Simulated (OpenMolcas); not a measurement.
# One shape, several levels: SiHF3 (SMILES [H][Si](F)(F)F)

Wanted: a comparison of 5 runs (HF/STO-3G, HF/def2-SVP, B2PLYP/def2-SVP, B3LYP/6-31G*, MP2/aug-cc-pVDZ) of SiHF3. 

The calculation is run with OpenMolcas 26.06.

4 further runs of the same task are left out: 1 that didn't finish, 3 set aside as unsound or not needed.

## (1) The molecule

SiHF3 has 5 atoms, charge 0, and is taken as a singlet. As SMILES, `[H][Si](F)(F)F`. Geometry: relaxed at GFN2-xTB.

Bond lengths: Si1–F3 1.580 Å, Si1–F4 1.580 Å, Si1–F5 1.580 Å, Si1–H2 1.427 Å. Angles: F3–Si1–F4 105.4°, F3–Si1–F5 105.4°, F4–Si1–F5 105.3°, H2–Si1–F3 113.2°, H2–Si1–F4 113.4°, H2–Si1–F5 113.3°.

## (2) Energy and forces at HF/STO-3G (run 1)

calc.input reads:

```
&GATEWAY
  BASLIB = $CurrDir
  COORD
  5
  bohr
  Si     0.00064251    -0.00156847     0.16950843
  H      0.02460423    -0.03516780     2.86644997
  F      2.73564313     0.02054132    -1.02882359
  F     -1.38717236     2.38113051    -0.97602465
  F     -1.37371751    -2.36491666    -1.03111016
  BASIS = STO-3G
  GROUP = NoSym

&SEWARD

&SCF
  THRESHOLDS = 1e-10 1e-07 1e-07 1e-05
  PRORBITALS = 0

&ALASKA
```

The basis set STO-3G is read from a file made from the Basis Set Exchange's data (not shown).

The run is started by

```sh
$ export MOLCAS_MEM=1860
$ pymolcas calc.input > calc.log
```

The log of the run:

```text
--- Start Module: gateway ---
[...]
--- Stop Module: gateway /rc=_RC_ALL_IS_WELL_ ---
[...]
      Basis functions           25
[...]
--- Start Module: scf ---
[...]
       Convergence after  11 Iterations
[...]
::    Total SCF energy                               -580.3569898500
[...]
      Total spin, S                                     0.0000000000
[...]
      Total electronic charge=   42.000000
      Total            charge=   -0.000000
[...]
      Dipole Moment (debye):
      Origin of the operator (angstrom)=   -0.0027    0.0038   -0.3080
                   X=  9.8580E-03               Y= -1.7065E-02               Z=  1.6141E+00           Total=  1.6142E+00
      Quadrupole Moment (debye*angstrom):
[...]
--- Stop Module: scf /rc=_RC_ALL_IS_WELL_ ---
--- Start Module: alaska ---
[...]
 *              Molecular gradients               *
 **************************************************
  Irreducible representation: a
 ------------------------------------------------------------------------------------------
                              X                       Y                       Z
 ------------------------------------------------------------------------------------------
  SI1              -2.61933499340811E-04    1.81237704569848E-04   -5.73702162579792E-03
  H2                2.55897021161557E-04   -1.38068767941091E-04    4.85110012492562E-03
  F3               -1.60939038733581E-02   -5.53078920397521E-05    5.33703381953465E-04
  F4                8.09799555214497E-03   -1.41608356161100E-02   -2.46751881309848E-05
  F5                8.00194479933936E-03    1.41729745715011E-02    3.76893307018733E-04
 ------------------------------------------------------------------------------------------
--- Stop Module: alaska /rc=_RC_ALL_IS_WELL_ ---
[...]
```

Run time: 1.6 s. Hardware: 1 thread of AMD EPYC 9R45 (Zen 5), shared host; peak memory 0.37 GiB.

## (3) Energy and gradient at HF/def2-SVP (run 2)

mol.input reads:

```
>>> EXPORT MOLCAS_PRINT=2

&GATEWAY
  BasLib=$CurrDir
  Coord
  5
  angstrom
  Si       0.000340      -0.000830       0.089700
  H        0.013020      -0.018610       1.516860
  F        1.447640       0.010870      -0.544430
  F       -0.734060       1.260040      -0.516490
  F       -0.726940      -1.251460      -0.545640
  Basis=def2-SVP
  Group=NoSym

&SEWARD

&SCF
  Thresholds=1e-10 1e-07 1e-07 1e-05
  PrOrbitals=1 2

&ALASKA
```

The basis set def2-SVP is read from a file made from the Basis Set Exchange's data (not shown).

The run is started by

```sh
$ export MOLCAS_MEM=1860
$ pymolcas mol.input > mol.log
```

The log of the run:

```text
--- Start Module: gateway ---
[...]
--- Stop Module: gateway /rc=_RC_ALL_IS_WELL_ ---
[...]
      Basis functions           65
[...]
--- Start Module: scf ---
[...]
       Convergence after  10 Iterations
[...]
::    Total SCF energy                               -587.6847963509
[...]
      Total spin, S                                     0.0000000000
[...]
      Total electronic charge=   42.000000
      Total            charge=   -0.000000
[...]
      Dipole Moment (debye):
      Origin of the operator (angstrom)=   -0.0027    0.0038   -0.3080
                   X=  1.5593E-02               Y= -2.4930E-02               Z=  2.2623E+00           Total=  2.2625E+00
      Quadrupole Moment (debye*angstrom):
[...]
--- Stop Module: scf /rc=_RC_ALL_IS_WELL_ ---
--- Start Module: alaska ---
[...]
 *              Molecular gradients               *
 **************************************************
  Irreducible representation: a
 ------------------------------------------------------------------------------------------
                              X                       Y                       Z
 ------------------------------------------------------------------------------------------
  SI1               4.83143075925840E-05   -2.00671358237092E-04    2.37518016063554E-02
  H2                9.53309133260652E-05    4.60650714686622E-05   -9.00471571880423E-03
  F3               -6.84827734498583E-03    3.31059959428615E-05   -4.75037223864927E-03
  F4                3.37247861696532E-03   -6.04094520139498E-03   -5.10262881747270E-03
  F5                3.33215350709359E-03    6.16244549222245E-03   -4.89408483139897E-03
 ------------------------------------------------------------------------------------------
--- Stop Module: alaska /rc=_RC_ALL_IS_WELL_ ---
[...]
```

Wall time 2.9 s (1 thread of AMD EPYC 9R45 (Zen 5), shared host); peak memory 0.4 GiB.

## (4) A single-point energy at B2PLYP/def2-SVP (run 3)

calc.inp reads:

```
&GATEWAY
  BasLib=$CurrDir
  Coord
  5
  angstrom
  Si       0.000340      -0.000830       0.089700
  H        0.013020      -0.018610       1.516860
  F        1.447640       0.010870      -0.544430
  F       -0.734060       1.260040      -0.516490
  F       -0.726940      -1.251460      -0.545640
  Basis=def2-SVP
  Group=NoSym

&SEWARD
  GridInput
  Grid=UltraFine
  End of Grid

&SCF
  KSDFT=B2PLYP_SCF
  Thresholds=1e-10 1e-07 1e-07 1e-05
  PrOrbitals=1

&MBPT2
  Frozen=8
```

The basis set def2-SVP is read from a file made from the Basis Set Exchange's data (not shown).

The run is started by

```sh
$ export MOLCAS_MEM=1860
$ pymolcas calc.inp > calc.log
```

The log of the run:

```text
--- Start Module: gateway ---
[...]
--- Stop Module: gateway /rc=_RC_ALL_IS_WELL_ ---
[...]
      Basis functions           65
[...]
--- Start Module: scf ---
[...]
       Convergence after  13 Iterations
[...]
::    Total KS-DFT energy                            -588.9238762713
[...]
      Total spin, S                                     0.0000000000
[...]
      Total electronic charge=   42.000000
      Total            charge=   -0.000000
[...]
      Dipole Moment (debye):
      Origin of the operator (angstrom)=   -0.0027    0.0038   -0.3080
                   X=  1.4123E-02               Y= -2.2560E-02               Z=  2.0495E+00           Total=  2.0497E+00
      Quadrupole Moment (debye*angstrom):
[...]
--- Stop Module: scf /rc=_RC_ALL_IS_WELL_ ---
[...]
--- Start Module: mbpt2 ---
[...]
 ###    WARNING: MP2 implementation intended for RHF references only         ###
 ###############################################################################
MBPT2 WARNING: Reference function according to RunFile:KS-DFT
I'll assume you know what you're doing and continue
WARNING!
Default frozen orbitals as non valence orbitals is overwritten by user input.
Default values:   5
[...]
       Reference weight ( Cref**2 )         =        0.82293
::    Total MBPT2 energy                             -589.6958289963
[...]
      Total MBPT2 calculations                           0.09      0.10
--- Stop Module: mbpt2 /rc=_RC_ALL_IS_WELL_ ---
[...]
```

Wall time 7.2 s (1 thread of AMD EPYC 9R45 (Zen 5), shared host); peak memory 0.4 GiB.

Run 4 isn't shown in full; the table further down has it.

## (5) A single-point energy at MP2/aug-cc-pVDZ (run 5)

test.input reads:

```
&GATEWAY
  BASLIB=$CurrDir
  COORD
  5
  angstrom
  Si       0.000340      -0.000830       0.089700
  H        0.013020      -0.018610       1.516860
  F        1.447640       0.010870      -0.544430
  F       -0.734060       1.260040      -0.516490
  F       -0.726940      -1.251460      -0.545640
  BASIS=aug-cc-pVDZ
  GROUP=NoSym

&SEWARD

&SCF
  THRESHOLDS=1e-10 1e-07 1e-07 1e-05
  PRORBITALS=0

&MBPT2
  FROZEN=8
```

The basis set aug-cc-pVDZ is read from a file made from the Basis Set Exchange's data (not shown).

The run is started by

```sh
$ export MOLCAS_MEM=1860
$ pymolcas test.input > test.log
```

The log of the run:

```text
--- Start Module: gateway ---
[...]
--- Stop Module: gateway /rc=_RC_ALL_IS_WELL_ ---
[...]
      Basis functions          105
[...]
--- Start Module: scf ---
[...]
       Convergence after  11 Iterations
[...]
::    Total SCF energy                               -588.0586864082
[...]
      Total spin, S                                     0.0000000000
[...]
      Total electronic charge=   42.000000
      Total            charge=   -0.000000
[...]
      Dipole Moment (debye):
      Origin of the operator (angstrom)=   -0.0027    0.0038   -0.3080
                   X=  1.5529E-02               Y= -2.4476E-02               Z=  2.2001E+00           Total=  2.2003E+00
      Quadrupole Moment (debye*angstrom):
[...]
--- Stop Module: scf /rc=_RC_ALL_IS_WELL_ ---
[...]
--- Start Module: mbpt2 ---
[...]
WARNING!
Default frozen orbitals as non valence orbitals is overwritten by user input.
Default values:   5
[...]
       Reference weight ( Cref**2 )         =        0.86059
::    Total MBPT2 energy                             -588.7672615735
[...]
      Total MBPT2 calculations                           0.38      0.43
--- Stop Module: mbpt2 /rc=_RC_ALL_IS_WELL_ ---
[...]
```

Run time: 8.1 s. Hardware: 1 thread of AMD EPYC 9R45 (Zen 5), shared host; peak memory 0.6 GiB.

## (6) The series

```tsv
run	level	task	frozen core orbitals	energy (Eh)	dipole moment (D) of the reference	HOMO energy (eV)	LUMO energy (eV)	wall time
1	HF/STO-3G	gradient	–	-580.356990	1.61	-11.08	12.73	1.6 s
2	HF/def2-SVP	gradient	–	-587.684796	2.26	-15.87	5.05	2.9 s
3	B2PLYP/def2-SVP	energy	8	-589.132304	2.05	-13.14	2.81	7.2 s
4	B3LYP/6-31G* (Cartesian functions)	gradient	–	-589.799951	1.81	-11.04	1.18	9.3 s
5	MP2/aug-cc-pVDZ	energy	8	-588.767262	2.20	-15.85	1.26	8.1 s
```

## (7) Results

| quantity | value |
| --- | --- |
| run 5: total energy | -588.76726 Eh |
| run 5: dipole moment (mean-field density) | 2.20 D |
| run 5: HOMO energy (Hartree–Fock orbitals) | -15.85 eV |
| run 5: LUMO energy (Hartree–Fock orbitals) | 1.26 eV |
| run 5: HOMO–LUMO gap (Hartree–Fock orbitals) | 17.11 eV |
| run 5: correlation energy (8 core orbitals frozen) | -708.6 mEh |

In words: Over runs 1, 2, 3, 4 the dipole moment (its size) runs from 1.61 D (HF/STO-3G) to 2.26 D (HF/def2-SVP). Over runs 1, 2, 3, 4 the HOMO–LUMO gap runs from 12.22 eV (B3LYP/6-31G*) to 23.81 eV (HF/STO-3G). The two ends differ in method and basis. For B2PLYP the log adds the whole second-order term; the table takes 0.27 of it, as the functional is defined. Totals of different functionals can't be ranked against each other. In run 1 the basis is minimal, so the values are rough. All runs together took 29 s, the longest 9.3 s.
